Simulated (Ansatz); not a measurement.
# Zr4B: the cost of one run

Method: DFT PBE, scalar-relativistic, plane waves, PAW, in Ansatz 0.2.0.

**1. The system as given**

The structure is cubic, space group Im-3m (No. 229). Conventional cell: a = 5.666 Å, b = 5.666 Å, c = 5.666 Å, α = 90.00°, β = 90.00°, γ = 90.00°. Zr (site symmetry -3m) has 2 B at 2.45 Å as nearest neighbours. B (site symmetry m-3m) has 8 Zr at 2.45 Å as nearest neighbours.

Coordinates:

```xyz
5
Lattice="-2.8329 2.8329 2.8329 2.8329 -2.8329 2.8329 2.8329 2.8329 -2.8329" Properties=species:S:1:pos:R:3 pbc="T T T"
Zr    1.4164    1.4164    1.4164
Zr    1.4164    1.4164   -1.4164
Zr    1.4164   -1.4164    1.4164
Zr   -1.4164    1.4164    1.4164
B     0.0000    0.0000    0.0000
```

A structure generator made this guess: random cell by space group and Wyckoff sites (Im-3m, No. 229). Its size is a rough estimate.

**2. The guess as it stands, on a coarse mesh**

File input.yaml:

```yaml
crystal:
  lattice:
    - [-2.83285214, 2.83285214, 2.83285214]
    - [2.83285214, -2.83285214, 2.83285214]
    - [2.83285214, 2.83285214, -2.83285214]
  atoms:
    - { symbol: Zr, position: [0.5, 0.5, 0.5] }
    - { symbol: Zr, position: [0.0, 0.0, 0.5] }
    - { symbol: Zr, position: [0.0, 0.5, 0.0] }
    - { symbol: Zr, position: [0.5, 0.0, 0.0] }
    - { symbol: B, position: [0.0, 0.0, 0.0] }
basis:
  ecutwfc: 420
kpoints:
  mp_grid: { grid: [4, 4, 4] }
hamiltonian:
  xc: pbe
scf:
  occupations: { method: gaussian, width: 0.1 }
  lower_state_search: "off"
output:
  forces: true
  stress: true
  eigenvalues: true
```

On the command line:

```bash
> ansatz run input.yaml --threads 1 --pin off --max-ram 2560MiB --backend cpu --events-out ev --progress --plain --runs-dir out
```

**Question.** How long does this run take on 1 thread of Intel Xeon Platinum 8259CL at 2.50GHz (Skylake/Cascade Lake), shared host, and how much memory does it need?

About 2.5 s, with a peak of 0.41 GiB.
